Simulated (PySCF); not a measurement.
**How the numerical set-up moves the result for CI⁺**

The method stays; parts of the set-up, such as the basis or the Hamiltonian, are changed.

Method: each script names its method and basis; program: PySCF 2.14.0.

6 further runs of the same task are left out: 1 for a known fault of the program, 5 that didn't finish.

**1. The system as given**

CI⁺: 2 atoms, charge 1, spin multiplicity 1.

Bond lengths: C1–I2 2.226 Å.

**2. The base run**

input.py

```python
from pyscf import gto, scf, mp

mol = gto.M(
    atom='C 0 0 0; I 0 0 2.226',
    basis='x2c-svpall',
    charge=1,
    spin=0,
    verbose=4,
)
mf = scf.RHF(mol)
mf = mf.sfx2c1e()
mf.kernel()
mp.MP2(mf, frozen=19).kernel()
mf.dip_moment()
print('orbital energies (hartree):', mf.mo_energy[..., max(0, mol.nelec[1]-3):mol.nelec[0]+3].round(4))
```

Started as:

```
$ OMP_NUM_THREADS=1 python input.py
```

Its log is not repeated here.

In short: E(SCF) = -7149.401627 Eh, 11 cycles, E(MP2) − E(SCF) = -0.21698 Eh.

The bond length is a typed value, not an optimised one. The dipole of an ion depends on the origin.

**3. Lanl2dz (core potential on, X2C off)**

Variant 1 changes basis set: x2c-svpall → lanl2dz; core potential: off → on; spin-free X2C: on → off; frozen orbitals: 19 → 1. The core potential changes with it: totals don't compare.

input.py

```python
from pyscf import gto, scf, mp

mol = gto.M(
    atom='C 0 0 0; I 0 0 2.226',
    basis='lanl2dz',
    ecp={'I': 'lanl2dz'},
    charge=1,
    spin=0,
    verbose=4,
)
mf = scf.RHF(mol)
mf.kernel()
mp.MP2(mf, frozen=1).kernel()
mf.dip_moment()
print('orbital energies (hartree):', mf.mo_energy[..., max(0, mol.nelec[1]-3):mol.nelec[0]+3].round(4))
```

Started as:

```
$ OMP_NUM_THREADS=1 python input.py
```

**4. Ano-rcc-vdzp**

Variant 2 changes basis set: x2c-svpall → ano-rcc-vdzp.

Changes to input.py since step 2:

```diff
@@ -4,3 +4,3 @@
     atom='C 0 0 0; I 0 0 2.226',
-    basis='x2c-svpall',
+    basis='ano-rcc-vdzp',
     charge=1,
```

**5. Cartesian functions on**

Variant 3 changes Cartesian functions: off → on.

Changes to input.py since step 2:

```diff
@@ -7,2 +7,3 @@
     spin=0,
+    cart=True,
     verbose=4,
```

**Question.** What will these runs give? Wanted: for each run, E(SCF); from base; gap; after the SCF.

**Answer**, as computed:

| run | E(SCF) (hartree) | from base (eV) | cycles | gap (eV) | functions | after the SCF |
| --- | --- | --- | --- | --- | --- | --- |
| base | -7149.401627 | 0 | 11 | 10.18 | 50 | MP2 correlation -5.904 eV, core frozen |
| lanl2dz (core potential on, X2C off) | -48.488754 | not comparable | 10 | 10.12 | 17 | MP2 correlation -3.101 eV, core frozen |
| ano-rcc-vdzp | -7150.041661 | -17.4162 | 12 | 10.25 | 57 | MP2 correlation -15.212 eV, core frozen |
| Cartesian functions on | -7149.418041 | -0.4466 | 11 | 10.19 | 54 | MP2 correlation -6.052 eV, core frozen |

In words: Of the runs whose energies can be compared, “ano-rcc-vdzp” moves the SCF energy most (-17.416 eV). ano-rcc-vdzp (57 functions) gives an energy 17.42 eV lower than x2c-svpall (50). The dearest run is “ano-rcc-vdzp”, at 6.4 s against 1.2 s.
